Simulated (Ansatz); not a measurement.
# GaN: the cost of one run

Program: Ansatz 0.2.0. Level of theory: DFT r²SCAN, frozen-core PAW, scalar-relativistic unless said. These are calculated values, not measurements.

1 further run of the same task is left out (set aside as unsound or not needed).

## 1. The system as given

Symmetry: F-43m, No. 216, cubic system. Conventional cell: a = 4.507 Å, b = 4.507 Å, c = 4.507 Å, α = 90.00°, β = 90.00°, γ = 90.00°. Around Ga (site symmetry -43m) lie 4 N at 1.95 Å. Around N (site symmetry -43m) lie 4 Ga at 1.95 Å.

As a file:

```
Ga N
1.0
     0.00000    2.25350    2.25350
     2.25350    0.00000    2.25350
     2.25350    2.25350    0.00000
Ga N
1 1
Direct
  0.00000 0.00000 0.00000
  0.25000 0.25000 0.25000
```

Cartesian axes are those of the input's lattice vectors. The structure goes back to a database entry.

## 2. Cell and atoms relaxed, PAW

The input, input.yaml:

```yaml
crystal:
  lattice:
    - [0.0, 2.2535006075, 2.2535006075]
    - [2.2535006075, 0.0, 2.2535006075]
    - [2.2535006075, 2.2535006075, 0.0]
  atoms:
    - { symbol: Ga, position: [0.0, 0.0, 0.0] }
    - { symbol: "N", position: [0.25, 0.25, 0.25] }
kpoints:
  mp_grid: { grid: [16, 16, 16] }
scf:
  occupations: { method: fermi_dirac, width: 0.05 }
hamiltonian:
  xc: r2scan
  pseudopotentials: { kind: paw }
relax:
  f_tol: 0.002
  max_steps: 80
  cell: {}
output:
  forces: true
  stress: true
  write_density: true
  write_potential: true
  elf: true
  volumetric_format: npy
```

On the command line:

```bash
$ ansatz run input.yaml --threads 1 --pin off --max-ram 3072MiB --backend cpu --events-out ev --progress --plain --runs-dir out
```

What time and memory should one allow on 1 thread of Intel Xeon Platinum 8259CL at 2.50GHz (Skylake/Cascade Lake), shared host?

About 51 s, with a peak of 0.51 GiB.
